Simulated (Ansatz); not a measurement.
# Ni: response to strain

Aim: deform Ni (zz strain of -1 %) and compute stress, forces and field gradients with LAPW, PAW and all-electron datasets made for the crystal.

Program: Ansatz 0.2.0. Level of theory: DFT LDA, scalar-relativistic. These are calculated values, not measurements.

## (1) The starting structure

Symmetry: Fm-3m, No. 225, cubic system. Conventional cell: a = 3.536 Å, b = 3.536 Å, c = 3.536 Å, α = 90.00°, β = 90.00°, γ = 90.00°. Around Ni (site symmetry m-3m) lie 12 Ni at 2.50 Å.

As a file:

```xyz
1
Lattice="0.0000 1.7679 1.7680 1.7679 0.0000 1.7680 1.7679 1.7679 0.0000" Properties=species:S:1:pos:R:3 pbc="T T T"
Ni    0.0000    0.0000    0.0000
```

## (2) After the deformation

Space group Fm-3m before, I4/mmm after.

## (3) LAPW, all electrons

Contents of input.yaml:

```yaml
crystal:
  lattice:
    - [0.0, 1.76795, 1.7502705]
    - [1.76795, 0.0, 1.7502705]
    - [1.76795, 1.76795, 0.0]
  atoms:
    - { symbol: Ni, position: [0.0, 0.0, 0.0], spin: 1.5 }
magnetization:
  spin_polarized: true
kpoints:
  mp_grid: { grid: [20, 20, 20] }
  band_path:
    path:
      - [0.0, 0.0, 0.0]
      - [0.0, 0.5, 0.5]
      - [0.25, 0.75, 0.5]
      - [0.0, 0.5, 0.0]
      - [0.0, 0.0, 0.0]
      - [0.5, 0.5, 0.0]
      - [0.3775380063, 0.6224619937, 0.0]
      - [-0.3775380063, 0.3775380063, 0.0]
      - [0.0, 0.0, 0.0]
    npoints: 5
scf:
  occupations: { method: fermi_dirac, width: 0.05 }
hamiltonian:
  xc: lda
  pseudopotentials: { kind: all_electron, lapw: { basis_error: 0.00025 } }
output:
  forces: true
  stress: true
  eigenvalues: true
```

Run with:

```sh
$ ansatz run input.yaml --threads 1 --pin off --max-ram 3072MiB --backend cpu --events-out ev --progress --plain --runs-dir out
```

## (4) Frozen-core PAW

Contents of input.yaml:

```yaml
crystal:
  lattice:
    - [0.0, 1.76795, 1.7502705]
    - [1.76795, 0.0, 1.7502705]
    - [1.76795, 1.76795, 0.0]
  atoms:
    - { symbol: Ni, position: [0.0, 0.0, 0.0], spin: 1.5 }
magnetization:
  spin_polarized: true
kpoints:
  mp_grid: { grid: [20, 20, 20] }
scf:
  occupations: { method: fermi_dirac, width: 0.05 }
hamiltonian:
  xc: lda
  pseudopotentials: { kind: paw }
output:
  forces: true
  stress: true
  eigenvalues: true
  efg: { contact_densities: true }
```

## (5) All-electron PAW on datasets made for the crystal

Changes to input.yaml since step 4:

```diff
@@ -15,3 +15,3 @@
   xc: lda
-  pseudopotentials: { kind: paw }
+  pseudopotentials: { kind: all_electron, datasets: crystal }
 output:
```

(Steps that only read results are left out.)

Q: Predict the outcome of this session. Wanted: pressure; largest shear or deviatoric stress.

**Answer**, as computed:

```
                                 quantity                                                 value
                                 pressure  LAPW -17.92, PAW -17.85, crystal datasets -17.93 GPa
largest shear or deviatoric stress (LAPW)                                              0.74 GPa
```

**Reading.** The largest part of the stress beyond the pressure is 0.74 GPa in size, in the zz component. No run of the undeformed cell stands beside it, so the pressure holds what the given cell had before the change. PAW: stress within 0.08 GPa of LAPW. Crystal datasets: stress within 0.01 GPa of LAPW. The magnetic state is the one reached from the start moments in this cell; it needn't be the ground state.
